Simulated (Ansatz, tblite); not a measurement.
**Ge(SH)2H2 (GeH4S2): one state, many levels**

Aim: run the singlet of Ge(SH)2H2 (GeH4S2) at one geometry on many levels, and compare frontier levels, spin and run time.

Computed with Ansatz 0.2.0, Gaussian basis. Level: as each input shows.

Plan: GFN1-xTB, GFN2-xTB, PBE-D4/def2-TZVP, r2SCAN-D4/def2-TZVP, LDA/def2-TZVP, B3LYP-D4/def2-TZVP, BHLYP-D4/def2-TZVP, r2SCAN0-D4/def2-TZVP, CAM-B3LYP-D4/def2-TZVP, ωB97M-V/def2-TZVP, ωB97X-V/def2-TZVP, PBE-D4/def2-SVP, PBE0-D4/def2-SVP, PBE0-D4/def2-TZVPD, PBE-D4/def2-TZVPD, r2SCAN-D4/def2-TZVPD, CCSD(T)/def2-TZVPP, MP2/def2-TZVP, RPA/def2-TZVP.

### Step 1. The geometry

The singlet was relaxed beforehand with PBE-D4/def2-TZVP.

7 atoms, charge 0, spin multiplicity 1.

Bond lengths: Ge1–S2 2.239 Å, Ge1–S4 2.239 Å, Ge1–H6 1.546 Å, Ge1–H7 1.546 Å, S2–H3 1.354 Å, S4–H5 1.354 Å. Angles: S2–Ge1–S4 112.3°, S2–Ge1–H6 112.0°, S2–Ge1–H7 104.1°, S4–Ge1–H6 104.1°, S4–Ge1–H7 112.0°, H6–Ge1–H7 112.5°, Ge1–S2–H3 93.6°, Ge1–S4–H5 93.6°.

As a file:

```xyz
7

Ge   -0.5337    0.0125   -0.3745
S    -0.5822   -0.0408    1.8631
H     0.1466    1.0933    1.9918
S     1.5550    0.0179   -1.1807
H     1.8878   -1.1409   -0.5640
H    -1.1585    1.3099   -0.9367
H    -1.3150   -1.2519   -0.7990
```

PBE0-D4/def2-TZVP was run before; its log isn't repeated, and its numbers join the tables.

### Step 2. GFN1-xTB

Tight binding, by tblite at 300 K electronic temperature and without a spin-polarisation term:

```python
tblite.interface.Calculator('GFN1-xTB', numbers, positions, charge=0, uhf=0).singlepoint()
```

Energy -307.4076 eV, HOMO -11.26 eV, LUMO -5.29 eV; 0.017 s.

### Step 3. GFN2-xTB

Tight binding, by tblite at 300 K electronic temperature and without a spin-polarisation term:

```python
tblite.interface.Calculator('GFN2-xTB', numbers, positions, charge=0, uhf=0).singlepoint()
```

Energy -285.9280 eV, HOMO -10.78 eV, LUMO -6.50 eV; 0.01 s.

### Step 4. PBE-D4/def2-TZVP

start.molden holds the orbitals of an earlier run on this state, given as this run's starting guess.

Input file in.yaml:

```yaml
crystal:
  periodic: [false, false, false]
  atoms:
    - {symbol: Ge, position_ang: [-0.533717, 0.012543, -0.374549]}
    - {symbol: S, position_ang: [-0.582164, -0.040828, 1.863136]}
    - {symbol: H, position_ang: [0.146620, 1.093340, 1.991763]}
    - {symbol: S, position_ang: [1.554952, 0.017899, -1.180674]}
    - {symbol: H, position_ang: [1.887805, -1.140937, -0.563982]}
    - {symbol: H, position_ang: [-1.158467, 1.309933, -0.936654]}
    - {symbol: H, position_ang: [-1.315039, -1.251940, -0.799031]}
basis:
  gaussian: {orbitals: def2-TZVP, initial_orbitals: start.molden}
hamiltonian: {xc: pbe, dispersion: d4}
scf: {omitted_lower_state_checks: [starts]}
output: {orbitals: {seedname: orbitals}}
```

Command:

```bash
> ansatz run in.yaml --threads 4 --pin off --events-out ev --progress --plain --max-ram 3916MiB
```

Further steps of the session: r2SCAN-D4/def2-TZVP; LDA/def2-TZVP; B3LYP-D4/def2-TZVP; BHLYP-D4/def2-TZVP; r2SCAN0-D4/def2-TZVP; CAM-B3LYP-D4/def2-TZVP; ωB97M-V/def2-TZVP; ωB97X-V/def2-TZVP; PBE-D4/def2-SVP; PBE0-D4/def2-SVP; PBE0-D4/def2-TZVPD; PBE-D4/def2-TZVPD; r2SCAN-D4/def2-TZVPD; CCSD(T)/def2-TZVPP; MP2/def2-TZVP; RPA/def2-TZVP.

**Question.** What will the summary of the whole plan be? Wanted: gap in def2-TZVP, named functionals, smallest and largest; correlation energy, CCSD(T)/def2-TZVPP; correlation energy, MP2/def2-TZVP; binding an atom, CCSD(T)/def2-TZVPP; PBE0 total energy, smallest basis above largest.

As calculated:

| quantity | value |
| --- | --- |
| gap in def2-TZVP, named functionals, smallest and largest | 4.45 eV (LDA), 11.14 eV (ωB97X-V) |
| correlation energy, CCSD(T)/def2-TZVPP | -18.69 eV |
| correlation energy, MP2/def2-TZVP | -16.23 eV |
| binding an atom, CCSD(T)/def2-TZVPP | 2.773 eV |
| PBE0 total energy, smallest basis above largest | 14.76 eV (def2-SVP, def2-TZVPD) |

In words: Over the named functionals in def2-TZVP the gap runs from 4.45 eV (LDA) to 11.14 eV (ωB97X-V); exact exchange widens it. The functionals in def2-TZVP miss CCSD(T)/def2-TZVPP by -0.029 (BHLYP-D4) to +0.464 eV (LDA) an atom. The reference is CCSD(T) in one finite basis, so it carries an error of its own, often a tenth of an eV or more, and near misses can't be ranked.
